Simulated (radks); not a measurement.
**A spherical jellium cluster from 24 to 29 electrons**

Which level does each new electron take in a jellium sphere with rs = 4.79 bohr, and at which counts is the cluster hardest to charge further? Each count tries a few candidate levels and keeps the lowest. The background charge grows with the count, so each cluster is neutral; its cation and anion are computed too.

Method: non-relativistic spin-polarised Kohn-Sham, exchange-only LDA, spherically averaged shells; computed with radks, version 2.

### 1 The system

```
well                     : a jellium sphere with rs = 4.79 bohr
functional               : exchange-only LDA
levels                   : named by radial order: 1s, 1p, 1d, 2s, 1f and so on
units                    : hartree and bohr; summary energies in eV
configuration carried in : 1s(up 1, down 0) 1p(up 3, down 0) 1d(up 5, down 0) 2s(up 1, down 0) 1f(up 7, down 0) 2p(up 3, down 0) 1g(up 3, down 0) (N = 23, energy -0.908579)
```

The runs that follow: 24 electrons; N = 25; N = 26; 27 electrons; N = 28; 29 electrons.

Before running it: what results should come out? Wanted: closed shells at N; largest second difference; most unpaired electrons; ionisation energies; configuration at N = 29.

The runs gave:

| quantity | value |
| --- | --- |
| closed shells at N | none in this range |
| largest second difference | -0.0546 eV at N = 28 (of N = 24 to 28) |
| most unpaired electrons | 29 at N = 29 |
| ionisation energies | 2.62 to 2.83 eV |
| configuration at N = 29 | 1s(up 1, down 0) 1p(up 3, down 0) 1d(up 5, down 0) 2s(up 1, down 0) 1f(up 7, down 0) 2p(up 3, down 0) 1g(up 9, down 0) |

**Reading.** No closed-shell configuration falls in this range. The largest moment in range is 29 (N = 29); with nearly all spins parallel the search has probably kept its polarised start and missed a lower state. The anion gave no bound, converged state at N = 29; semilocal functionals bind extra electrons too weakly, through self-interaction. The ions keep the filling of the neutral cluster, less or plus one electron, without a search of their own. Only a few candidates are tried at each count, so a lower state may have been missed.
